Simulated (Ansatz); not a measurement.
Run this with the Ansatz DFT code, driven from Python and show what comes out.

Input file `ni.cif`:
```cif
data_Ni
_cell_length_a 2.396665
_cell_length_b 2.396665
_cell_length_c 2.396665
_cell_angle_alpha 109.47122
_cell_angle_beta 109.47122
_cell_angle_gamma 109.47122
_symmetry_space_group_name_H-M 'P 1'
_symmetry_Int_Tables_number 1
loop_
_symmetry_equiv_pos_as_xyz
'x, y, z'
loop_
_atom_site_label
_atom_site_type_symbol
_atom_site_fract_x
_atom_site_fract_y
_atom_site_fract_z
Ni1 Ni    0.000000    0.000000    0.000000
```

The script, `nc_paw_ni.py`:
```python
"""Norm-conserving against PAW potentials for Ni."""

import ansatz as az
from ase.io import read
import numpy as np


def count_gap(report):
    # lowest empty less highest filled band, counting bands; zero where they overlap
    return max(report.get("gap_by_band_count_ev") or 0.0, 0.0)


def main() -> None:
    atoms = read("ni.cif")
    crystal = az.Crystal.from_ase(atoms).moments(Ni=1.5)

    calc = crystal.calculation()
    calc = calc.functional("LDA")
    calc = calc.kpoints(14, 14, 14, center="gamma").occupations("Fermi-Dirac", width=100 * az.meV)
    calc = calc.spin("collinear")
    calc = calc.stress()
    calc = calc.forces().band_table()
    variants = {
        "PAW": calc.pseudopotentials("paw"),
        "norm-conserving": calc.pseudopotentials("nc"),
    }
    # totals differ by the cores that each treatment holds, so compare what does not depend on them
    rows = []
    for label, variant in variants.items():
        summary = variant.run(threads=1, backend="cpu").report
        levels = np.array(summary["eigenvalues_ev"][0]) - summary["fermi_energy_ev"]
        print(label, "levels at the first k-point near E_F:", np.round(levels[np.abs(levels) < 5], 3))
        rows.append((label, summary["n_electrons"], np.trace(summary["stress_gpa"]) / 3, count_gap(summary), summary["magnetization_mub"]))
    lines = [",".join(["treatment", "electrons in bands", "P GPa", "gap by band count eV", "moment muB"])] + [",".join(f"{v:.4f}" if isinstance(v, float) else str(v) for v in row) for row in rows]
    print("\n".join(lines))
    with open("nc_paw.csv", "w") as handle:
        handle.write("\n".join(lines) + "\n")


if __name__ == "__main__":
    main()
```

`python nc_paw_ni.py` gives:
```text
DeckWarning: basis.ecutwfc = 420 eV, auto-derived from the records' recommended cutoffs: set by Ni (normal level)
PAW levels at the first k-point near E_F: [-2.285 -2.285 -2.285 -0.838 -0.838]
DeckWarning: basis.ecutwfc = 1333.357926 eV, auto-derived from the records' recommended cutoffs: set by Ni (normal level)
norm-conserving levels at the first k-point near E_F: [-2.319 -2.319 -2.319 -0.861 -0.861]
treatment,electrons in bands,P GPa,gap by band count eV,moment muB
PAW,18.0000,-10.4612,0.0000,0.4287
norm-conserving,18.0000,-10.4877,0.0000,0.4580
```
(Warnings from the package without file and line.)

PAW gives -10.461 GPa and norm-conserving -10.488 GPa, 0.027 GPa apart. They took 3.0 and 6.4 s of processor time.

Caveats:
- Absolute energies stand on the zero of these potentials, so only differences at equal settings mean something. A total without «per atom» is that of the cell as typed.
- The magnetic order follows from the starting moments and needn't be the lowest.
- The mesh is modest for a metal, so energies can be off by several to tens of meV an atom and pressures by half a GPa or more; differences at equal mesh fare better.
- A gap by band count of zero or less means overlapping bands, a metal.
- At these settings the cell as given stands under about -10 GPa, so it isn't at this functional's equilibrium volume.
- This isn't the structure that Ni takes at ambient conditions.
- Gaps and levels are Kohn-Sham values on a finite set of k-points.
- Stress is positive in compression.
- Processor time in the engine: 9.3 s on 1 thread of Intel(R) Xeon(R) Processor @ 2.30GHz (shared host), peak memory 0.62 GiB.
